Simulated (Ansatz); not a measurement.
**SnAs: strong compression**

An exercise on one series of results from a longer session: the logs are not shown, and one member is left open.

The COD entry's cell or inner coordinates are ideal or old and differ from later refinements, so a difference from it is no clean test against experiment.

Program: Ansatz 0.2.0. Level of theory: DFT, r2SCAN, PAW with Ansatz's default frozen-core files, scalar-relativistic. These are calculated values, not measurements.

### Starting point

Symmetry: Fm-3m, No. 225, cubic system. Conventional cell: a = 5.681 Å, b = 5.681 Å, c = 5.681 Å, α = 90.00°, β = 90.00°, γ = 90.00°. Sn (site symmetry m-3m) is surrounded by 6 As at 2.84 Å. As (site symmetry m-3m) has 6 Sn at 2.84 Å as nearest neighbours.

As a file:

```cif
data_structure
_symmetry_space_group_name_H-M 'P 1'
_symmetry_Int_Tables_number 1
_cell_length_a 4.0171
_cell_length_b 4.0171
_cell_length_c 4.0171
_cell_angle_alpha 60.000
_cell_angle_beta 60.000
_cell_angle_gamma 60.000
_cell_volume 45.84
loop_
_atom_site_label
_atom_site_type_symbol
_atom_site_fract_x
_atom_site_fract_y
_atom_site_fract_z
_atom_site_occupancy
Sn1 Sn 0.00000 0.00000 0.00000 1
As1 As 0.50000 0.50000 0.50000 1
```

Whether this phase is the stable one at these pressures isn't tested.

Atoms are numbered in the order of the input: Sn1, As2.

The first run:

File input.yaml:

```yaml
crystal:
  lattice:
    - [0.0, 2.8405, 2.8405]
    - [2.8405, 0.0, 2.8405]
    - [2.8405, 2.8405, 0.0]
  atoms:
    - { symbol: Sn, position: [0.0, 0.0, 0.0] }
    - { symbol: As, position: [0.5, 0.5, 0.5] }
kpoints:
  mp_grid: { grid: [11, 11, 11] }
scf:
  occupations: { method: fermi_dirac, width: 0.05 }
hamiltonian:
  xc: r2scan
  pseudopotentials: { kind: paw }
output:
  forces: true
  stress: true
relax:
  f_tol: 0.01
  max_steps: 30
```

Launch:

```sh
$ ansatz run input.yaml --threads 1 --pin off --max-ram 2048MiB --backend cpu --events-out ev --progress --plain --runs-dir out
```

Among the steps run: Atoms relaxed at the given volume, PAW; Volume scaled by 1, PAW; Atoms relaxed at 0.9 of the volume, PAW; Volume scaled by 0.9, PAW; Atoms relaxed at 0.85 of the volume, PAW; Volume scaled by 0.85, PAW; Atoms relaxed at 0.7 of the volume, PAW; Volume scaled by 0.7, PAW.

One table of the session follows, with a row left open; its other results are not shown here.

| method | volume over the first | volume (Å³/atom) | pressure (GPa) |
| --- | --- | --- | --- |
| PAW | 1 | ? | ? |
| PAW | 0.9 | 20.627 | 14.28 |
| PAW | 0.85 | 19.481 | 22.73 |
| PAW | 0.7 | 16.043 | 70.82 |

Q: Estimate the row for PAW, 1 from the others.

As computed: volume (Å³/atom): 22.918; pressure (GPa): 2.82. In the column «volume (Å³/atom)» it is the highest.

To keep in mind: A fit over so wide a range leans to the high pressures, so B₀ can be off by several per cent. Warnings in the runs' records: stress scf threshold loose, gradients without spin orbit.
